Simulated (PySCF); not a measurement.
# C2H6OSeSi: NMR shifts at several levels of theory, part 1 of 2

Aim: compute the NMR shifts of C2H6OSeSi (`CC(=O)[SiH2][SeH]`) at several levels, and see how far they spread and what each costs.

Programs: PySCF 2.14.0, with density-fitted response routines of our own. Each step states its level of theory. These are calculated values for one molecule in the gas phase, unless marked as measured. Atoms are numbered from 0 throughout.

## (1) The starting structure

11 atoms, charge 0, multiplicity 1; geometry from: PBE0-D3(BJ)/def2-SVP.

Bonds of the start (Å): C0–C1 1.50, C1–O2 1.21, C1–Si3 1.96, Si3–Se4 2.26, C0–H5 1.10, C0–H6 1.10, C0–H7 1.10, Si3–H8 1.50, Si3–H9 1.50, Se4–H10 1.48.

## (2) Nuclear shieldings: HF/pcSseg-2

Job settings and geometry (Å):

```
{"job": {"kind": "nmr", "xc": "HF", "basis": "pcSseg-2", "pop": false}, "charge": 0, "multiplicity": 1}
C     -1.627685     0.172872    -0.500331
C     -0.151701    -0.111485    -0.477789
O      0.403575    -0.687125    -1.385483
Si     0.880349     0.483599     1.077497
Se     2.996631    -0.157909     0.603751
H     -1.797520     1.260035    -0.433796
H     -2.110293    -0.278874     0.381684
H     -2.077243    -0.222788    -1.421620
H      0.714090     1.962604     1.222636
H      0.307422    -0.151041     2.304542
H      2.419444    -0.711128    -0.646574
```

Method: GIAO HF/pcSseg-2 NMR shielding, non-relativistic, gas phase.

Command:

```console
OMP_NUM_THREADS=1 python probes_run.py task.json out
```

One launch serves the whole session: the jobs run in the order shown.

The program printed:

```text
final grid: 90856 points
cycle   1  E = -2842.8190121285  dE = -5.049e-01  |g| = 9.018e-01  |ddm| = 2.397e+00
cycle   2  E = -2842.8965249082  dE = -7.751e-02  |g| = 6.780e-01  |ddm| = 7.877e-01
cycle   3  E = -2842.9726534582  dE = -7.613e-02  |g| = 1.015e-01  |ddm| = 4.129e-01
cycle   4  E = -2842.9759311784  dE = -3.278e-03  |g| = 3.880e-02  |ddm| = 8.981e-02
cycle   5  E = -2842.9765024359  dE = -5.713e-04  |g| = 1.151e-02  |ddm| = 5.181e-02
cycle   6  E = -2842.9765948917  dE = -9.246e-05  |g| = 5.265e-03  |ddm| = 2.237e-02
cycle   7  E = -2842.9766114424  dE = -1.655e-05  |g| = 2.203e-03  |ddm| = 9.517e-03
cycle   8  E = -2842.9766143139  dE = -2.872e-06  |g| = 6.729e-04  |ddm| = 3.866e-03
cycle   9  E = -2842.9766146310  dE = -3.170e-07  |g| = 1.658e-04  |ddm| = 1.268e-03
cycle  10  E = -2842.9766146503  dE = -1.929e-08  |g| = 4.649e-05  |ddm| = 3.390e-04
cycle  11  E = -2842.9766146517  dE = -1.442e-09  |g| = 1.325e-05  |ddm| = 9.768e-05
cycle  12  E = -2842.9766146518  dE = -1.364e-10  |g| = 6.116e-06  |ddm| = 3.539e-05
converged SCF energy = -2842.9766146518

GIAO shielding tensors (ppm)
atom      isotropic    diamagn.    paramagn.     s11        s22        s33       span
  0 C      156.354     240.175     -83.820    127.429    146.227    195.407     67.978
  1 C      -48.850     252.379    -301.229   -154.729   -118.256    126.435    281.164
  2 O     -460.692     396.290    -856.982  -1249.292   -525.806    393.023   1642.315
  3 Si     424.070     875.238    -451.168    384.610    393.156    494.443    109.834
  4 Se    2445.002    3003.231    -558.229   2166.379   2408.023   2760.605    594.226
  5 H       29.322      29.355      -0.033     26.343     29.211     32.413      6.070
  6 H       29.290      29.590      -0.300     26.293     29.249     32.328      6.035
  7 H       29.144      28.388       0.757     25.625     27.647     34.160      8.535
  8 H       27.082      29.124      -2.042     22.746     25.781     32.719      9.974
  9 H       27.083      29.242      -2.159     22.732     25.789     32.729      9.997
 10 H       28.178      30.487      -2.309     16.767     22.083     45.684     28.917
```

It took 60 s on 1 thread of Arm Neoverse N1, shared host; peak memory 1.2 GiB.

Shifts follow as δ = σ(reference) − σ, with reference shieldings (ppm) from runs at the same level and on the same kind of geometry: 1H TMS 31.68, 13C TMS 191.5, 29Si TMS 383.0, 17O H2O 326.3, 77Se Me2Se 1916. The references are single molecules in the gas phase, so shifts against H2O, NH3, PH3, H3PO4 or CFCl3 are not on the usual liquid scales and can be off by tens of ppm. Atoms listed in one row are averaged.

| atoms | environment | σ (ppm) | δ (ppm) |
| --- | --- | --- | --- |
| C1 | carbonyl carbon | -48.8 | 240.3 |
| C0 | methyl carbon α to a carbonyl | 156.4 | 35.1 |
| H8, H9 | hydrogen on a silicon bonded to C, Se | 27.08 | 4.60 |
| H10 | hydrogen on a selenium bonded to Si | 28.18 | 3.50 |
| H5, H6, H7 | hydrogen on a methyl carbon α to a carbonyl | 29.25 | 2.43 |
| O2 | carbonyl oxygen | -460.7 | 787.0 |
| Si3 | silicon bonded to C, Se, 2 H | 424.1 | -41.1 |
| Se4 | selenium bonded to Si, H | 2445 | -529 |

## (3) NMR shieldings: LDA/pcSseg-2

Same as in step 2 but for these lines:

```diff
@@ -1,2 +1,2 @@
-{"job": {"kind": "nmr", "xc": "HF", "basis": "pcSseg-2", "pop": false}, "charge": 0, "multiplicity": 1}
+{"job": {"kind": "nmr", "xc": "LDA", "basis": "pcSseg-2", "pop": false}, "charge": 0, "multiplicity": 1}
 C     -1.627685     0.172872    -0.500331
```

Method: GIAO LDA/pcSseg-2 NMR shielding, non-relativistic, gas phase.

The program printed:

```text
coarse grid: 44120 points
cycle   1  E = -2840.2411314564  dE = -6.487e-01  |g| = 1.395e+00  |ddm| = 2.596e+00
cycle   2  E = -2838.6842885779  dE =  1.557e+00  |g| = 2.794e+00  |ddm| = 3.969e+00
cycle   3  E = -2840.1682331694  dE = -1.484e+00  |g| = 1.102e+00  |ddm| = 4.010e+00
cycle   4  E = -2840.4009179985  dE = -2.327e-01  |g| = 1.494e-01  |ddm| = 6.594e-01
cycle   5  E = -2840.4019532272  dE = -1.035e-03  |g| = 1.295e-01  |ddm| = 2.605e-01
cycle   6  E = -2840.4063073769  dE = -4.354e-03  |g| = 2.736e-02  |ddm| = 1.256e-01
cycle   7  E = -2840.4064496676  dE = -1.423e-04  |g| = 1.154e-02  |ddm| = 2.682e-02
cycle   8  E = -2840.4064880158  dE = -3.835e-05  |g| = 2.215e-03  |ddm| = 1.274e-02
cycle   9  E = -2840.4064888701  dE = -8.543e-07  |g| = 6.173e-04  |ddm| = 1.883e-03
final grid: 90856 points
cycle  10  E = -2840.4064960066  dE =  2.559e-07  |g| = 1.409e-03  |ddm| = 3.298e-03
cycle  11  E = -2840.4064933838  dE =  2.623e-06  |g| = 3.950e-03  |ddm| = 3.927e-03
cycle  12  E = -2840.4064963513  dE = -2.967e-06  |g| = 5.900e-04  |ddm| = 2.743e-03
cycle  13  E = -2840.4064964317  dE = -8.043e-08  |g| = 5.996e-05  |ddm| = 4.831e-04
cycle  14  E = -2840.4064964326  dE = -8.631e-10  |g| = 9.571e-06  |ddm| = 5.543e-05
converged SCF energy = -2840.4064964326

GIAO shielding tensors (ppm)
atom      isotropic    diamagn.    paramagn.     s11        s22        s33       span
  0 C      139.699     245.811    -106.112     99.375    129.921    189.801     90.425
  1 C      -69.004     251.740    -320.744   -185.509   -121.708    100.205    285.715
  2 O     -453.040     395.228    -848.269  -1238.555   -468.001    347.435   1585.990
  3 Si     346.998     879.520    -532.522    285.032    306.342    449.620    164.589
  4 Se    2333.700    3001.028    -667.327   2090.360   2270.981   2639.760    549.400
  5 H       28.064      29.169      -1.104     25.344     28.217     30.633      5.289
  6 H       28.024      29.285      -1.262     25.296     28.253     30.522      5.226
  7 H       28.175      28.819      -0.644     25.369     26.188     32.968      7.598
  8 H       25.264      28.278      -3.014     20.913     23.922     30.957     10.044
  9 H       25.267      28.365      -3.097     20.895     23.927     30.980     10.085
 10 H       28.201      29.446      -1.245     17.984     21.812     44.807     26.823
```

Run time: 80 s. Hardware: 1 thread of Arm Neoverse N1, shared host; peak memory 1 GiB.

In short: δ C1 249.3, C0 40.6, O2 787.4, Si3 -43.9, H8 5.51, H5 2.68 ppm (means over like atoms).

## (4) NMR shieldings: PBE/pcSseg-2

Same as in step 3 but for these lines:

```diff
@@ -1,2 +1,2 @@
-{"job": {"kind": "nmr", "xc": "LDA", "basis": "pcSseg-2", "pop": false}, "charge": 0, "multiplicity": 1}
+{"job": {"kind": "nmr", "xc": "PBE", "basis": "pcSseg-2", "pop": false}, "charge": 0, "multiplicity": 1}
 C     -1.627685     0.172872    -0.500331
```

With the program's defaults for keys left out, this is: GIAO PBE/pcSseg-2 NMR shielding, non-relativistic, gas phase.

The program printed:

```text
coarse grid: 44120 points
cycle   1  E = -2845.3823770339  dE = -6.323e-01  |g| = 1.327e+00  |ddm| = 2.499e+00
cycle   2  E = -2843.7598149402  dE =  1.623e+00  |g| = 2.797e+00  |ddm| = 4.316e+00
cycle   3  E = -2845.3463544241  dE = -1.587e+00  |g| = 9.939e-01  |ddm| = 4.351e+00
cycle   4  E = -2845.5377252551  dE = -1.914e-01  |g| = 1.454e-01  |ddm| = 6.271e-01
cycle   5  E = -2845.5388652228  dE = -1.140e-03  |g| = 1.171e-01  |ddm| = 2.484e-01
cycle   6  E = -2845.5424839517  dE = -3.619e-03  |g| = 2.628e-02  |ddm| = 1.207e-01
cycle   7  E = -2845.5426199652  dE = -1.360e-04  |g| = 1.083e-02  |ddm| = 2.625e-02
cycle   8  E = -2845.5426537662  dE = -3.380e-05  |g| = 2.061e-03  |ddm| = 1.220e-02
cycle   9  E = -2845.5426544496  dE = -6.834e-07  |g| = 6.009e-04  |ddm| = 1.663e-03
final grid: 90856 points
cycle  10  E = -2845.5426750318  dE =  2.247e-07  |g| = 1.400e-03  |ddm| = 3.532e-03
cycle  11  E = -2845.5426724628  dE =  2.569e-06  |g| = 3.915e-03  |ddm| = 3.880e-03
cycle  12  E = -2845.5426753687  dE = -2.906e-06  |g| = 5.600e-04  |ddm| = 2.742e-03
cycle  13  E = -2845.5426754376  dE = -6.891e-08  |g| = 4.949e-05  |ddm| = 4.508e-04
cycle  14  E = -2845.5426754383  dE = -6.285e-10  |g| = 9.234e-06  |ddm| = 4.812e-05
converged SCF energy = -2845.5426754383

GIAO shielding tensors (ppm)
atom      isotropic    diamagn.    paramagn.     s11        s22        s33       span
  0 C      140.326     245.592    -105.266    104.402    129.898    186.678     82.276
  1 C      -60.451     251.296    -311.747   -166.416   -115.832    100.893    267.308
  2 O     -434.685     395.472    -830.156  -1192.646   -459.110    347.702   1540.348
  3 Si     367.655     879.115    -511.460    308.728    328.394    465.843    157.115
  4 Se    2332.286    3001.965    -669.679   2083.360   2279.455   2634.043    550.683
  5 H       28.520      29.548      -1.028     25.872     28.687     31.001      5.129
  6 H       28.482      29.740      -1.258     25.824     28.723     30.899      5.076
  7 H       28.652      29.002      -0.349     25.931     26.792     33.235      7.304
  8 H       25.894      29.033      -3.138     21.590     24.537     31.556      9.966
  9 H       25.897      29.145      -3.248     21.571     24.542     31.577     10.006
 10 H       28.823      30.252      -1.429     18.568     22.579     45.322     26.754
```

Run time: 95 s. Hardware: 1 thread of Arm Neoverse N1, shared host; peak memory 1.1 GiB.

Key values: δ C1 239.8, C0 39.1, O2 762.6, Si3 -44.2, H8 5.28, H5 2.63 ppm (means over like atoms).

## (5) Shielding tensors: BLYP/pcSseg-2

Same as in step 4 but for these lines:

```diff
@@ -1,2 +1,2 @@
-{"job": {"kind": "nmr", "xc": "PBE", "basis": "pcSseg-2", "pop": false}, "charge": 0, "multiplicity": 1}
+{"job": {"kind": "nmr", "xc": "BLYP", "basis": "pcSseg-2", "pop": false}, "charge": 0, "multiplicity": 1}
 C     -1.627685     0.172872    -0.500331
```

Level: GIAO BLYP/pcSseg-2 NMR shielding, non-relativistic, gas phase.

The program printed:

```text
coarse grid: 44120 points
cycle   1  E = -2846.0465054389  dE = -6.174e-01  |g| = 1.373e+00  |ddm| = 2.481e+00
cycle   2  E = -2844.1342676801  dE =  1.912e+00  |g| = 2.969e+00  |ddm| = 4.838e+00
cycle   3  E = -2846.0153952178  dE = -1.881e+00  |g| = 1.028e+00  |ddm| = 4.857e+00
cycle   4  E = -2846.2200478531  dE = -2.047e-01  |g| = 1.551e-01  |ddm| = 6.473e-01
cycle   5  E = -2846.2213806998  dE = -1.333e-03  |g| = 1.296e-01  |ddm| = 2.698e-01
cycle   6  E = -2846.2257600739  dE = -4.379e-03  |g| = 2.786e-02  |ddm| = 1.271e-01
cycle   7  E = -2846.2259082720  dE = -1.482e-04  |g| = 1.144e-02  |ddm| = 2.773e-02
cycle   8  E = -2846.2259462176  dE = -3.795e-05  |g| = 2.127e-03  |ddm| = 1.320e-02
cycle   9  E = -2846.2259469926  dE = -7.751e-07  |g| = 6.117e-04  |ddm| = 1.988e-03
final grid: 90856 points
cycle  10  E = -2846.2259475757  dE =  1.185e-07  |g| = 1.190e-03  |ddm| = 4.044e-03
cycle  11  E = -2846.2259464251  dE =  1.151e-06  |g| = 2.704e-03  |ddm| = 3.320e-03
cycle  12  E = -2846.2259478132  dE = -1.388e-06  |g| = 6.110e-04  |ddm| = 2.228e-03
cycle  13  E = -2846.2259478889  dE = -7.572e-08  |g| = 6.040e-05  |ddm| = 4.267e-04
cycle  14  E = -2846.2259478898  dE = -8.977e-10  |g| = 1.075e-05  |ddm| = 5.575e-05
converged SCF energy = -2846.2259478898

GIAO shielding tensors (ppm)
atom      isotropic    diamagn.    paramagn.     s11        s22        s33       span
  0 C      136.431     242.861    -106.430    102.057    124.626    182.610     80.553
  1 C      -65.776     250.761    -316.536   -173.198   -121.254     97.124    270.321
  2 O     -432.587     395.182    -827.768  -1180.257   -462.052    344.548   1524.805
  3 Si     353.182     878.504    -525.323    292.925    312.471    454.149    161.224
  4 Se    2280.404    3001.895    -721.492   2026.430   2231.124   2583.656    557.226
  5 H       28.749      29.764      -1.015     26.219     28.938     31.089      4.870
  6 H       28.713      29.904      -1.191     26.171     28.973     30.995      4.824
  7 H       28.894      29.430      -0.536     26.284     27.163     33.236      6.952
  8 H       26.182      29.121      -2.938     21.925     24.832     31.790      9.865
  9 H       26.183      29.221      -3.038     21.904     24.837     31.809      9.906
 10 H       29.090      30.541      -1.451     18.863     23.110     45.298     26.435
```

Run time: 94 s. Hardware: 1 thread of Arm Neoverse N1, shared host; peak memory 1.1 GiB.

This run: δ C1 240.8, C0 38.6, O2 757.8, Si3 -43.5, H8 5.19, H5 2.59 ppm (means over like atoms).

## (6) Shielding tensors: BP86/pcSseg-2

Same as in step 5 but for these lines:

```diff
@@ -1,2 +1,2 @@
-{"job": {"kind": "nmr", "xc": "BLYP", "basis": "pcSseg-2", "pop": false}, "charge": 0, "multiplicity": 1}
+{"job": {"kind": "nmr", "xc": "BP86", "basis": "pcSseg-2", "pop": false}, "charge": 0, "multiplicity": 1}
 C     -1.627685     0.172872    -0.500331
```

With the program's defaults for keys left out, this is: GIAO BP86/pcSseg-2 NMR shielding, non-relativistic, gas phase.

The program printed:

```text
coarse grid: 44120 points
cycle   1  E = -2846.3830670623  dE = -6.266e-01  |g| = 1.324e+00  |ddm| = 2.487e+00
cycle   2  E = -2844.7678294128  dE =  1.615e+00  |g| = 2.795e+00  |ddm| = 3.892e+00
cycle   3  E = -2846.3566890081  dE = -1.589e+00  |g| = 9.727e-01  |ddm| = 3.921e+00
cycle   4  E = -2846.5402972337  dE = -1.836e-01  |g| = 1.467e-01  |ddm| = 6.096e-01
cycle   5  E = -2846.5416679766  dE = -1.371e-03  |g| = 1.124e-01  |ddm| = 2.325e-01
cycle   6  E = -2846.5449749126  dE = -3.307e-03  |g| = 2.598e-02  |ddm| = 1.138e-01
cycle   7  E = -2846.5451056113  dE = -1.307e-04  |g| = 1.053e-02  |ddm| = 2.461e-02
cycle   8  E = -2846.5451380013  dE = -3.239e-05  |g| = 2.207e-03  |ddm| = 1.152e-02
cycle   9  E = -2846.5451387756  dE = -7.743e-07  |g| = 6.454e-04  |ddm| = 1.709e-03
final grid: 90856 points
cycle  10  E = -2846.5451398838  dE =  2.213e-07  |g| = 1.518e-03  |ddm| = 3.957e-03
cycle  11  E = -2846.5451367383  dE =  3.146e-06  |g| = 4.268e-03  |ddm| = 4.009e-03
cycle  12  E = -2846.5451402280  dE = -3.490e-06  |g| = 5.880e-04  |ddm| = 2.825e-03
cycle  13  E = -2846.5451403037  dE = -7.569e-08  |g| = 5.301e-05  |ddm| = 4.681e-04
cycle  14  E = -2846.5451403044  dE = -7.039e-10  |g| = 9.515e-06  |ddm| = 4.989e-05
converged SCF energy = -2846.5451403044

GIAO shielding tensors (ppm)
atom      isotropic    diamagn.    paramagn.     s11        s22        s33       span
  0 C      140.064     245.121    -105.057    104.497    129.673    186.021     81.524
  1 C      -59.867     252.060    -311.928   -165.440   -114.791    100.628    266.068
  2 O     -430.167     394.412    -824.579  -1181.345   -457.083    347.927   1529.272
  3 Si     364.472     879.164    -514.693    304.935    325.546    462.933    157.998
  4 Se    2320.283    3002.067    -681.784   2067.570   2270.443   2622.838    555.268
  5 H       28.588      29.574      -0.986     25.969     28.742     31.053      5.084
  6 H       28.551      29.754      -1.203     25.921     28.779     30.953      5.033
  7 H       28.707      29.073      -0.365     25.964     26.875     33.282      7.318
  8 H       25.965      29.014      -3.049     21.680     24.605     31.610      9.929
  9 H       25.967      29.121      -3.154     21.661     24.610     31.630      9.969
 10 H       28.860      30.237      -1.377     18.610     22.687     45.282     26.672
```

Wall time 94 s (1 thread of Arm Neoverse N1, shared host); peak memory 1.1 GiB.

This run: δ C1 239.0, C0 39.1, O2 756.2, Si3 -42.4, H8 5.27, H5 2.62 ppm (means over like atoms).

## (7) Shielding tensors: OPBE/pcSseg-2

Same as in step 6 but for these lines:

```diff
@@ -1,2 +1,2 @@
-{"job": {"kind": "nmr", "xc": "BP86", "basis": "pcSseg-2", "pop": false}, "charge": 0, "multiplicity": 1}
+{"job": {"kind": "nmr", "xc": "OPBE", "basis": "pcSseg-2", "pop": false}, "charge": 0, "multiplicity": 1}
 C     -1.627685     0.172872    -0.500331
```

Level: GIAO OPBE/pcSseg-2 NMR shielding, non-relativistic, gas phase.

The program printed:

```text
coarse grid: 44120 points
cycle   1  E = -2846.6705730938  dE = -6.611e-01  |g| = 1.127e+00  |ddm| = 2.536e+00
cycle   2  E = -2845.2776654757  dE =  1.393e+00  |g| = 2.550e+00  |ddm| = 4.602e+00
cycle   3  E = -2846.7053330422  dE = -1.428e+00  |g| = 6.989e-01  |ddm| = 4.569e+00
cycle   4  E = -2846.8035515805  dE = -9.822e-02  |g| = 1.630e-01  |ddm| = 5.548e-01
cycle   5  E = -2846.8073339977  dE = -3.782e-03  |g| = 8.395e-02  |ddm| = 1.833e-01
cycle   6  E = -2846.8091917653  dE = -1.858e-03  |g| = 1.910e-02  |ddm| = 8.486e-02
cycle   7  E = -2846.8092567523  dE = -6.499e-05  |g| = 8.138e-03  |ddm| = 1.904e-02
cycle   8  E = -2846.8092764213  dE = -1.967e-05  |g| = 1.876e-03  |ddm| = 1.039e-02
cycle   9  E = -2846.8092769699  dE = -5.486e-07  |g| = 4.984e-04  |ddm| = 1.420e-03
final grid: 90856 points
cycle  10  E = -2846.8093475639  dE =  1.161e-08  |g| = 9.735e-04  |ddm| = 3.916e-03
cycle  11  E = -2846.8093466226  dE =  9.412e-07  |g| = 2.334e-03  |ddm| = 2.966e-03
cycle  12  E = -2846.8093477417  dE = -1.119e-06  |g| = 4.669e-04  |ddm| = 2.008e-03
cycle  13  E = -2846.8093477895  dE = -4.780e-08  |g| = 4.441e-05  |ddm| = 3.331e-04
cycle  14  E = -2846.8093477900  dE = -4.911e-10  |g| = 1.035e-05  |ddm| = 4.615e-05
converged SCF energy = -2846.8093477900

GIAO shielding tensors (ppm)
atom      isotropic    diamagn.    paramagn.     s11        s22        s33       span
  0 C      146.576     249.927    -103.351    112.401    137.908    189.420     77.019
  1 C      -46.457     251.238    -297.695   -144.065   -101.299    105.994    250.059
  2 O     -410.015     397.719    -807.734  -1146.732   -438.197    354.885   1501.617
  3 Si     397.126     879.886    -482.760    343.169    359.796    488.412    145.243
  4 Se    2374.884    3004.414    -629.531   2127.411   2329.833   2667.406    539.995
  5 H       28.535      29.528      -0.993     25.756     28.669     31.179      5.422
  6 H       28.497      29.862      -1.365     25.709     28.708     31.075      5.366
  7 H       28.680      28.561       0.119     25.855     26.783     33.402      7.547
  8 H       25.998      29.560      -3.562     21.725     24.647     31.624      9.899
  9 H       26.001      29.724      -3.723     21.708     24.652     31.643      9.935
 10 H       28.703      30.365      -1.662     18.273     22.346     45.491     27.218
```

Wall time 98 s (1 thread of Arm Neoverse N1, shared host); peak memory 1.1 GiB.

In short: δ C1 230.9, C0 37.8, O2 739.2, Si3 -41.6, H8 5.20, H5 2.63 ppm (means over like atoms).

## (8) Shielding tensors: KT2/pcSseg-2

Same as in step 7 but for these lines:

```diff
@@ -1,2 +1,2 @@
-{"job": {"kind": "nmr", "xc": "OPBE", "basis": "pcSseg-2", "pop": false}, "charge": 0, "multiplicity": 1}
+{"job": {"kind": "nmr", "xc": "KT2", "basis": "pcSseg-2", "pop": false}, "charge": 0, "multiplicity": 1}
 C     -1.627685     0.172872    -0.500331
```

Method: GIAO KT2/pcSseg-2 NMR shielding, non-relativistic, gas phase.

The program printed:

```text
coarse grid: 44120 points
cycle   1  E = -2860.4404862647  dE = -5.767e-01  |g| = 1.019e+00  |ddm| = 2.458e+00
cycle   2  E = -2858.6807377576  dE =  1.760e+00  |g| = 2.720e+00  |ddm| = 4.366e+00
cycle   3  E = -2860.5433528222  dE = -1.863e+00  |g| = 4.509e-01  |ddm| = 4.270e+00
cycle   4  E = -2860.5842285576  dE = -4.088e-02  |g| = 2.191e-01  |ddm| = 5.692e-01
cycle   5  E = -2860.5959944935  dE = -1.177e-02  |g| = 6.277e-02  |ddm| = 2.019e-01
cycle   6  E = -2860.5967977326  dE = -8.032e-04  |g| = 1.318e-02  |ddm| = 4.992e-02
cycle   7  E = -2860.5968260949  dE = -2.836e-05  |g| = 5.632e-03  |ddm| = 1.613e-02
cycle   8  E = -2860.5968356974  dE = -9.603e-06  |g| = 1.363e-03  |ddm| = 7.544e-03
final grid: 90856 points
cycle   9  E = -2860.5968469824  dE =  1.433e-06  |g| = 2.723e-03  |ddm| = 5.943e-03
cycle  10  E = -2860.5968410299  dE =  5.952e-06  |g| = 5.714e-03  |ddm| = 8.946e-03
cycle  11  E = -2860.5968489878  dE = -7.958e-06  |g| = 9.158e-04  |ddm| = 5.470e-03
cycle  12  E = -2860.5968491890  dE = -2.013e-07  |g| = 1.795e-04  |ddm| = 7.845e-04
cycle  13  E = -2860.5968491958  dE = -6.717e-09  |g| = 1.924e-05  |ddm| = 1.540e-04
cycle  14  E = -2860.5968491959  dE = -1.264e-10  |g| = 2.531e-06  |ddm| = 2.440e-05
converged SCF energy = -2860.5968491959

GIAO shielding tensors (ppm)
atom      isotropic    diamagn.    paramagn.     s11        s22        s33       span
  0 C      145.008     244.713     -99.704    111.783    133.508    189.733     77.950
  1 C      -41.155     252.971    -294.125   -131.920    -95.503    103.959    235.880
  2 O     -383.804     392.538    -776.342  -1066.092   -429.440    344.121   1410.212
  3 Si     395.346     881.023    -485.678    340.229    358.569    487.239    147.010
  4 Se    2357.675    3006.291    -648.617   2109.391   2306.928   2656.705    547.314
  5 H       28.619      29.553      -0.933     25.940     28.617     31.302      5.362
  6 H       28.585      29.785      -1.200     25.891     28.655     31.211      5.319
  7 H       28.682      28.802      -0.120     25.869     26.717     33.460      7.591
  8 H       25.961      28.861      -2.901     21.660     24.547     31.675     10.015
  9 H       25.963      28.975      -3.012     21.640     24.552     31.697     10.057
 10 H       28.925      30.141      -1.216     18.718     22.862     45.194     26.476
```

Wall time 93 s (1 thread of Arm Neoverse N1, shared host); peak memory 0.98 GiB.

In short: δ C1 223.4, C0 37.3, O2 708.2, Si3 -44.4, H8 5.22, H5 2.55 ppm (means over like atoms).

(Continued in part 2 of 2.)
